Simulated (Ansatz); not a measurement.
# TaF3: the cost of one run

Computed with Ansatz 0.2.0 (DFT PBE, scalar-relativistic, plane waves, PAW, unless a step's input says otherwise).

## (1) The structure to begin with

Symmetry: Pm-3m, No. 221, cubic system. Conventional cell: a = 3.901 Å, b = 3.901 Å, c = 3.901 Å, α = 90.00°, β = 90.00°, γ = 90.00°. Around Ta (site symmetry m-3m) lie 6 F at 1.95 Å. F (site symmetry 4/mmm) has 2 Ta at 1.95 Å in its first shell of neighbours.

Structure file:

```cif
data_structure
_symmetry_space_group_name_H-M 'P 1'
_symmetry_Int_Tables_number 1
_cell_length_a 3.9012
_cell_length_b 3.9012
_cell_length_c 3.9012
_cell_angle_alpha 90.000
_cell_angle_beta 90.000
_cell_angle_gamma 90.000
_cell_volume 59.37
loop_
_atom_site_label
_atom_site_type_symbol
_atom_site_fract_x
_atom_site_fract_y
_atom_site_fract_z
_atom_site_occupancy
Ta1 Ta 0.00000 0.00000 0.00000 1
F1 F 0.50000 0.00000 0.00000 1
F2 F 0.00000 0.50000 0.00000 1
F3 F 0.00000 0.00000 0.50000 1
```

No relaxation comes first: the listed cell is the starting point.

## (2) The reference cell

The reference gives a free energy of -12357.8139 eV, pressure 25.53 GPa, largest force 0.000 eV/Å and gap on the mesh none (metal). It was computed beforehand with the settings of the runs below.

## (3) Setting up a two-dimensional strain map

The cell is strained by p along both x and y and by q along z, with fractional coordinates fixed.

## (4) Point p = -0.030, q = -0.030

Input file input.yaml:

```yaml
crystal:
  lattice:
    - [3.784164, 0.0, 0.0]
    - [0.0, 3.784164, 0.0]
    - [0.0, 0.0, 3.784164]
  atoms:
    - { symbol: Ta, position: [0.0, 0.0, 0.0] }
    - { symbol: F, position: [0.5, 0.0, 0.0] }
    - { symbol: F, position: [0.0, 0.5, 0.0] }
    - { symbol: F, position: [0.0, 0.0, 0.5] }
basis:
  ecutwfc: 420
kpoints:
  mp_grid: { grid: [12, 12, 12] }
hamiltonian:
  xc: pbe
scf:
  occupations: { method: gaussian, width: 0.15 }
output:
  forces: true
  stress: true
  eigenvalues: true
```

Command:

```bash
ansatz run input.yaml --threads 1 --pin off --max-ram 2560MiB --backend cpu --events-out ev --progress --plain --runs-dir out
```

**Question.** How long does this run take on 1 thread of Arm Neoverse V1, shared host, and how much memory does it need?

About 5.3 s, with a peak of 0.35 GiB.
